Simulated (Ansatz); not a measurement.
The system is Ba2Tl5V3O12.

```
Ba V Tl O
1.0
     6.06147    0.00000    0.00000
    -2.48324    5.58450    0.00000
    -2.28447   -2.42817   13.72687
Ba V Tl O
2 3 5 12
Cartesian
  4.2295 -1.0618 6.4956
  -0.5015 2.2910 12.2062
  -0.8795 -1.8001 13.5166
  -1.4560 2.2938 4.6553
  1.4032 0.0982 9.1355
  1.3349 0.6872 5.2674
  -1.3925 -1.3999 10.2772
  2.0595 4.5622 2.4323
  -1.2212 2.2597 8.2508
  4.6254 2.4893 0.6507
  -0.0907 0.2096 0.5977
  -3.1952 2.7020 12.1831
  -1.0335 -0.1957 12.8783
  2.8652 0.4532 0.6715
  -0.0112 2.8114 5.4994
  3.2346 2.5847 5.6570
  -1.2987 0.5518 4.4702
  -1.6294 3.0631 3.1616
  2.9730 0.3578 8.4629
  0.7615 1.4904 9.9369
  1.4687 -1.2531 10.2159
  0.3193 -0.2512 7.8054
```

The cell was built by a generator and needn't be a form met in nature.

- Program: Ansatz 0.2.0
- Task: relaxation of cell and atoms
- Functional: PBE
- Dispersion: D3(BJ)-ATM
- Potentials or basis: Ansatz PAW
- Cutoff: 420 eV (not typed: the program's choice for these potentials)
- k mesh: 4 × 4 × 2
- Occupations: fermi-dirac, width 0.05 eV
- Spin: collinear spin, ferromagnetic start
- Starting moments: [0.0, 0.0, 2.0, 2.0, 2.0, 0.0, 0.0, 0.0, 0.0, 0.0, 0.0, 0.0, 0.0, 0.0, 0.0, 0.0, 0.0, 0.0, 0.0, 0.0, 0.0, 0.0] μB

At the start: volume 21.12 Å³/atom.

Problem. Where does the relaxation end?

Solution. It ends after 35 steps and the volume is 19.58 Å³/atom (-7.3 %); space group P1 (No. 1, to 0.05 Å); moment 0.00 μB per cell.

Step by step:
```tsv
step	energy change (eV)	largest force (eV/Å)	volume (Å³)
1	0.0000	0.0426	464.66
2	-0.0961	0.0947	450.40
3	-0.1286	0.0877	442.75
4	-0.1480	0.1326	439.75
5	-0.1576	0.1167	437.44
6	-0.1634	0.0759	435.88
7	-0.1695	0.1186	435.11
8	-0.1839	0.2588	433.72
9	-0.2116	0.2465	432.40
10	-0.2351	0.3935	432.84
11	-0.2659	0.2284	431.28
12	-0.2736	0.1857	432.52
13	-0.2911	0.1394	433.12
14	-0.3028	0.1678	433.25
15	-0.3070	0.0479	433.26
16	-0.3099	0.0262	432.84
17	-0.3109	0.0580	432.81
18	-0.3112	0.0497	432.92
19	-0.3117	0.0307	432.94
20	-0.3119	0.0252	433.03
21	-0.3118	0.0260	433.15
22	-0.3116	0.0277	433.27
23	-0.3115	0.0134	433.35
24	-0.3115	0.0124	433.38
25	-0.3116	0.0146	433.35
26	-0.3117	0.0179	433.33
27	-0.3118	0.0129	433.31
28	-0.3118	0.0106	433.30
29	-0.3118	0.0020	433.32
30	-0.3118	0.0047	433.33
31	-0.2692	0.0046	433.33
32	-0.2736	0.0182	431.83
33	-0.2761	0.0176	430.83
34	-0.2763	0.0061	430.76
35	-0.2708	0.0061	430.76
```

Final structure:
```yaml
crystal:
  lattice:
    - [5.93559, -0.07862, 0.04060]
    - [-2.50410, 5.40610, -0.05031]
    - [-2.11358, -2.38974, 13.50740]
  atoms:
    - { symbol: Ba, position: [0.91372, 0.01979, 0.46157] }
    - { symbol: Ba, position: [0.56794, 0.78000, 0.87927] }
    - { symbol: V, position: [0.23927, 0.12290, 0.00882] }
    - { symbol: V, position: [0.12446, 0.56196, 0.33217] }
    - { symbol: V, position: [0.65102, 0.30738, 0.67030] }
    - { symbol: Tl, position: [0.44161, 0.21156, 0.29361] }
    - { symbol: Tl, position: [0.09439, 0.06732, 0.75184] }
    - { symbol: Tl, position: [0.67486, 0.83727, 0.17054] }
    - { symbol: Tl, position: [0.33302, 0.67073, 0.58883] }
    - { symbol: Tl, position: [0.92573, 0.47824, 0.04822] }
    - { symbol: O, position: [0.93958, 0.04305, 0.03888] }
    - { symbol: O, position: [0.19755, 0.88847, 0.91512] }
    - { symbol: O, position: [0.33072, 0.40166, 0.96422] }
    - { symbol: O, position: [0.46837, 0.15701, 0.10750] }
    - { symbol: O, position: [0.44980, 0.69599, 0.37487] }
    - { symbol: O, position: [0.98701, 0.61522, 0.42696] }
    - { symbol: O, position: [0.01249, 0.23286, 0.30195] }
    - { symbol: O, position: [0.05674, 0.69199, 0.23418] }
    - { symbol: O, position: [0.90497, 0.31351, 0.62078] }
    - { symbol: O, position: [0.70261, 0.60686, 0.72177] }
    - { symbol: O, position: [0.60816, 0.11799, 0.75962] }
    - { symbol: O, position: [0.37601, 0.17824, 0.57897] }
```

Caveat: the plane-wave basis is chosen anew once the cell has moved, so the energies of steps on either side of that aren't comparable; the pressure holds a Pulay correction of +0.3 GPa for the finite cutoff; the starting moments weren't kept.
